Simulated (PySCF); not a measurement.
**CoCl2: relaxation and vibrations of the quartet**

The task is one start of a wider search on CoCl2: the quartet, from a bent start. It is relaxed, tested by its Hessian and followed downhill if it is a saddle.

Computed with PySCF 2.14.0. Level: B3LYP, basis Co def2-TZVP, Cl def2-TZVP, no relativity, density fitting.

## Step 1: The starting structure

3 atoms, charge 0, spin multiplicity 4.

Bond lengths: Co1–Cl2 2.100 Å, Co1–Cl3 2.100 Å. Angles: Cl2–Co1–Cl3 110.0°.

```xyz
3
charge 0 multiplicity 4
Co    0.0000    0.0000    0.0000
Cl    1.7202    0.0000    1.2045
Cl   -1.7202    0.0000    1.2045
```

## Step 2: Finding the electronic state

The steps below are one call of a driver around PySCF. For each, scf.py gives the equivalent set-up of the SCF; relaxations use the driver's own optimiser. After this first run the driver tries any further starts and a stability analysis.

File scf.py:

```python
from pyscf import gto, scf, dft
mol = gto.M(atom='''
Co     0.000000     0.000000     0.000000
Cl     1.720200     0.000000     1.204500
Cl    -1.720200     0.000000     1.204500''',
    basis={'Co': 'def2-TZVP', 'Cl': 'def2-TZVP'},
    charge=0, spin=3)
mf = dft.UKS(mol, xc='B3LYP')
mf.grids.atom_grid = (50, 194)
aux = {'Co': 'def2-universal-JKFIT', 'Cl': 'def2-universal-JKFIT'}
mf = mf.density_fit(auxbasis=aux)
mf.conv_tol = 1e-08
mf.diis_space = 10
mf.max_cycle = 60
mf.init_guess = 'minao'
mf.verbose = 4
mf.kernel()
```

Launch:

```bash
$ OMP_NUM_THREADS=4 python axn.py task.json out
```

Output:

```text
init E= -2302.43638018534
[... the frontier-level lines of each cycle are left out ...]
cycle= 1 E= -2285.95692830695  delta_E= 16.5  |g|= 5.73  |ddm|= 5.99
cycle= 2 E= -2223.25139894452  delta_E= 62.7  |g|= 14.4  |ddm|= 11.8
cycle= 3 E= -2277.48684115165  delta_E= -54.2  |g|=   10  |ddm|= 7.36
cycle= 4 E= -2285.02089370276  delta_E= -7.53  |g|= 8.42  |ddm|= 1.67
cycle= 5 E= -2294.41478678499  delta_E= -9.39  |g|= 6.16  |ddm|= 3.66
cycle= 6 E= -2295.79256347805  delta_E= -1.38  |g|= 5.42  |ddm|= 0.654
cycle= 7 E= -2298.63421236023  delta_E= -2.84  |g|= 4.31  |ddm|= 1.21
cycle= 8 E= -2303.14286461309  delta_E= -4.51  |g|= 0.759  |ddm|= 1.33
cycle= 9 E= -2303.2993502954  delta_E= -0.156  |g|= 0.342  |ddm|= 0.558
cycle= 10 E= -2303.31972765299  delta_E= -0.0204  |g|= 0.228  |ddm|= 0.24
cycle= 11 E= -2303.34219221464  delta_E= -0.0225  |g|= 0.0518  |ddm|= 0.172
cycle= 12 E= -2303.34560191361  delta_E= -0.00341  |g|= 0.0315  |ddm|= 0.0948
cycle= 13 E= -2303.34732126557  delta_E= -0.00172  |g|= 0.027  |ddm|= 0.0551
cycle= 14 E= -2303.34890205941  delta_E= -0.00158  |g|= 0.023  |ddm|= 0.0522
cycle= 15 E= -2303.35296160666  delta_E= -0.00406  |g|= 0.0145  |ddm|= 0.165
cycle= 16 E= -2303.35255514144  delta_E= 0.000406  |g|= 0.0211  |ddm|= 0.0242
cycle= 17 E= -2303.35515626577  delta_E= -0.0026  |g|= 0.0312  |ddm|= 0.269
cycle= 18 E= -2303.35532593194  delta_E= -0.00017  |g|= 0.0195  |ddm|= 0.0276
cycle= 19 E= -2303.35550764701  delta_E= -0.000182  |g|= 0.00275  |ddm|= 0.0236
cycle= 20 E= -2303.35552241107  delta_E= -1.48e-05  |g|= 0.000345  |ddm|= 0.0136
cycle= 21 E= -2303.35552282566  delta_E= -4.15e-07  |g|= 0.000637  |ddm|= 0.0031
cycle= 22 E= -2303.35552291879  delta_E= -9.31e-08  |g|= 0.000121  |ddm|= 0.0012
cycle= 23 E= -2303.35552295235  delta_E= -3.36e-08  |g|= 3.85e-05  |ddm|= 0.00077
cycle= 24 E= -2303.35552295329  delta_E= -9.36e-10  |g|= 1.03e-05  |ddm|= 9.99e-05
Extra cycle  E= -2303.35552295299  delta_E= 2.95e-10  |g|= 3.55e-05  |ddm|= 1.99e-05
converged SCF energy = -2303.35552295299  <S^2> = 3.7604756  2S+1 = 4.0052344
```

This step, with its further starts and checks, took 19 s on 4 threads of Intel Xeon Platinum 8488C (Sapphire Rapids), shared host.

The starts that the driver tried:

```
                      start   energy (Eh)
    the minimal-basis guess  -2303.355523
a thermally smeared density  -2303.328439
      a smeared PBE density  -2303.355523
```

No lower solution of this spin turned up from the other starts or in the test of internal stability.

## Step 3: Relaxation: bent start, quartet

The program finds C2v symmetry in the start, which this walk keeps. The walk stops when the largest gradient is under 0.0003 Eh/bohr and the energy has settled too.

scf.py: that of step 2 with these lines changed.

```diff
@@ -3,3 +3,3 @@
-Co     0.000000     0.000000     0.000000
-Cl     1.720200     0.000000     1.204500
-Cl    -1.720200     0.000000     1.204500''',
+Co     0.000000     0.000000    -0.653677
+Cl     1.720200     0.000000     0.550823
+Cl    -1.720200     0.000000     0.550823''',
@@ -15 +14,0 @@
-mf.init_guess = 'minao'
```

Energy and gradient, step by step:

| step | energy (Eh) | change (kJ/mol) | largest symmetric gradient (Eh/bohr) |
| --- | --- | --- | --- |
| 0 | -2303.355523 | 0.00 | 0.01310 |
| 1 | -2303.360903 | -14.12 | 0.01327 |
| 2 | -2303.369827 | -37.55 | 0.01807 |
| 3 | -2303.372590 | -44.81 | 0.01630 |
| 4 | -2303.374798 | -50.61 | 0.01235 |
| 5 | -2303.377878 | -58.69 | 0.00404 |
| 6 | -2303.378946 | -61.50 | 0.00569 |
| 7 | -2303.379221 | -62.22 | 0.00177 |
| 8 | -2303.379293 | -62.41 | 0.00052 |
| 9 | -2303.379294 | -62.41 | 0.00014 |

The walk took 23 s.

Geometry (Å) and forces (eV/Å) at some steps:

```
step 0
Co   0.000   0.000  -0.654   0.000   0.000   0.541
Cl   1.720   0.000   0.551   0.674   0.000  -0.270
Cl  -1.720   0.000   0.551  -0.674   0.000  -0.270
step 1
Co   0.000   0.000  -0.585   0.000   0.000   0.682
Cl   1.800   0.000   0.516   0.373   0.000  -0.341
Cl  -1.800   0.000   0.516  -0.373   0.000  -0.341
step 5
Co   0.000   0.000  -0.070   0.000   0.000   0.208
Cl   2.072   0.000   0.259   0.072   0.000  -0.104
Cl  -2.072   0.000   0.259  -0.072   0.000  -0.104
step 9
Co   0.000   0.000   0.148   0.000   0.000   0.002
Cl   2.099   0.000   0.150   0.007   0.000  -0.001
Cl  -2.099   0.000   0.150  -0.007   0.000  -0.001
```

After 9 steps and 62.4 kJ/mol it ends at D∞h: Co–Cl 2.099 Å (×2); Cl–Co–Cl 179.9°.

## Step 4: Is it a minimum? Harmonic modes

The point is checked on the finer grid, and tightened if its gradient asks for it. The Hessian and the dipole derivatives come from central differences of analytic gradients, with steps of 0.02 bohr.

scf.py: that of step 3 with these lines changed.

```diff
@@ -3,3 +3,3 @@
-Co     0.000000     0.000000    -0.653677
-Cl     1.720200     0.000000     0.550823
-Cl    -1.720200     0.000000     0.550823''',
+Co    -0.000000     0.000000     0.000000
+Cl     2.099862     0.000000    -0.000000
+Cl    -2.099862    -0.000000     0.000000''',
@@ -9 +9 @@
-mf.grids.atom_grid = (50, 194)
+mf.grids.atom_grid = (75, 302)
@@ -12 +12 @@
-mf.conv_tol = 1e-08
+mf.conv_tol = 1e-10
```

The driver hands on the density of the step before, so the log starts near convergence.

SCF at the final geometry:

```text
init E= -2303.37920159546
[... the frontier-level lines of each cycle are left out ...]
cycle= 1 E= -2303.37920159545  delta_E= 6.37e-12  |g|= 2.59e-06  |ddm|= 3.4e-06
Extra cycle  E= -2303.37920159544  delta_E= 1.23e-11  |g|= 7.39e-06  |ddm|= 6.11e-06
converged SCF energy = -2303.37920159544  <S^2> = 3.7612257  2S+1 = 4.0056089
```

The whole step took 31 s.

Geometry: D∞h; Co–Cl 2.100 Å (×2); Cl–Co–Cl 180.0°.

Modes, for the most abundant isotopes:

```json
{"symmetry": "πu", "ω (cm⁻¹)": "75", "IR (km/mol)": "20.9", "μ (u)": "44.87", "type": "bend"}
{"symmetry": "σg+", "ω (cm⁻¹)": "347", "IR (km/mol)": "0.0", "μ (u)": "34.97", "type": "stretch"}
{"symmetry": "σu+", "ω (cm⁻¹)": "499", "IR (km/mol)": "131", "μ (u)": "44.87", "type": "stretch"}
```

All wavenumbers are real: a minimum.

Properties at this point:

| Item | Value |
| --- | --- |
| Dipole moment | 0.00 D |
| Highest occupied level | -8.59 eV |
| Lowest empty level | -4.56 eV |
| Rotational constants | 0.05466 cm⁻¹ |
| Zero-point energy | 6.0 kJ/mol |
| Principal polarisabilities | 32.0, 32.0, 86.3 bohr³ |
| Atomisation energy without zero-point energy | 741 kJ/mol |
| Principal traceless quadrupole moments about the centre of mass | -8.19, 4.09, 4.09 D Å |
| Entropy at 298.15 K and 1 bar (electronic part: spin only) | 293.3 J/(mol K) |
| Heat capacity Cp at 298.15 K | 57.4 J/(mol K) |
| Enthalpy at 298.15 K above 0 K | 14.33 kJ/mol |
| Rotational symmetry number | 2 |
| Spin squared ⟨S²⟩ | 3.761 |

Populations by atom (charges in e):

```
 atom  Mulliken  Löwdin  polar tensor  spin (Mulliken)  Mayer order to Co1
  Co1      0.67   -0.07          1.08             2.65                   –
Cl2,3     -0.33    0.04         -0.54             0.17                1.14
```

Outer orbital energies (eV). α occupied: -12.76, -11.70, -10.04, -9.55, -9.48, -9.48, -8.86, -8.86; empty: -1.23, 0.77, 0.77, 2.54. β occupied: -12.00, -10.09, -9.96, -9.59, -9.59, -9.14, -9.14, -8.59; empty: -4.56, -4.51, -4.51, -0.91.

Mulliken populations on Co1: s 6.66, p 12.34, d 7.33, f 0.00.

## Step 5: Summary of results

| quantity | value |
| --- | --- |
| minimum | quartet, D∞h |
| geometry | Co–Cl 2.100 Å (×2); Cl–Co–Cl 180.0° |
| wavenumbers (cm⁻¹) | 75 (πu), 347 (σg+), 499 (σu+) |
| dipole moment | 0.00 D |
| highest occupied, lowest empty level (either spin) | -8.59, -4.56 eV |
| polar-tensor charge of Co1 | +1.08 e |
| zero-point energy | 6.0 kJ/mol |
| entropy at 298.15 K | 293.3 J/(mol K) |
| atomisation energy (no zero-point energy) | 741 kJ/mol |
| ⟨S²⟩ | 3.761 |

From C2v at the start the molecule goes to a D∞h minimum. In the infrared the band at 499 cm⁻¹ (σu+, stretch) leads. The dipole vanishes although Co1 carries +1.1 e by the polar tensor: the bond dipoles cancel. Most of the spin sits on Co1 (Mulliken spin 2.65, against 3 for the whole molecule). Other starts or spin states, not run here, may lie lower. One determinant may miss the lowest occupation of an open d or f shell.

The search up to here took 73 s.
